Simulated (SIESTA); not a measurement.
## Mg: band structure with PBE

The system is Mg, a slab with vacuum.

```
Mg
1.0
     3.20927    0.00000    0.00000
    -1.60464    2.77931    0.00000
     0.00000    0.00000   25.42066
Mg
5
Direct
  0.33333 0.66667 0.29504
  0.66667 0.33333 0.39752
  0.33333 0.66667 0.50000
  0.66667 0.33333 0.60248
  0.33333 0.66667 0.70496
```

| Quantity | Value |
| --- | --- |
| Program | SIESTA 5.4.2 |
| Task | band structure |
| Functional | PBE |
| Potentials or basis | PseudoDojo 0.4 standard (PBE files) |
| Basis | TZP (energy shift 0.003 Ry; two zetas on semicore shells) |
| Grid cutoff | 800 Ry |
| Energy shift | 0.003 Ry |
| k mesh | 10 × 10 × 1 |
| Occupations | fermi-dirac, width 0.05 eV |
| Spin | no spin polarisation |
| dipole correction | yes |

```
Largest force          : 0.101 eV/Å
Band gap on the k mesh : none (metal or under the smearing width)
```

Forces on the atoms (eV/Å):
```
Mg   0.000  0.000 -0.101
Mg   0.000  0.000 -0.018
Mg   0.000  0.000  0.000
Mg   0.000  0.000  0.018
Mg   0.000  0.000  0.101
```

Stress tensor (GPa, compression positive):
```
-0.56  0.00  0.00
 0.00 -0.56  0.00
 0.00  0.00  0.87
```

Levels at the corners of the path, in eV from the Fermi level:
```
point  band 21  band 22  band 23  band 24  band 25  band 26  band 27  band 28  band 29  band 30
    Γ    -6.92    -6.37    -5.48    -4.24    -2.66    -1.19     0.83     2.89     5.30     8.73
    M    -2.12    -2.10    -1.65    -1.49    -0.96    -0.29     0.58     0.78     2.11     2.56
    K    -0.52    -0.52    -0.49    -0.15     0.03     0.15     0.47     0.93     1.75     2.17
    Γ    -6.92    -6.37    -5.48    -4.24    -2.66    -1.19     0.83     2.89     5.30     8.73
    A    -6.92    -6.37    -5.48    -4.24    -2.66    -1.19     0.83     2.89     5.30     8.73
    L    -2.12    -2.10    -1.65    -1.49    -0.96    -0.29     0.58     0.78     2.11     2.56
    H    -0.52    -0.52    -0.49    -0.15     0.03     0.15     0.47     0.93     1.75     2.17
    A    -6.92    -6.37    -5.48    -4.24    -2.66    -1.19     0.83     2.89     5.30     8.73
    L    -2.12    -2.10    -1.65    -1.49    -0.96    -0.29     0.58     0.78     2.11     2.56
    M    -2.12    -2.10    -1.65    -1.49    -0.96    -0.29     0.58     0.78     2.11     2.56
    K    -0.52    -0.52    -0.49    -0.15     0.03     0.15     0.47     0.93     1.75     2.17
    H    -0.52    -0.52    -0.49    -0.15     0.03     0.15     0.47     0.93     1.75     2.17
```

It took 46 s on 1 thread of Arm Neoverse V1, on a shared host, peak memory 0.42 GiB.

Caveat: the basis of atomic orbitals isn't converged, which shifts pressures, moduli and gaps.
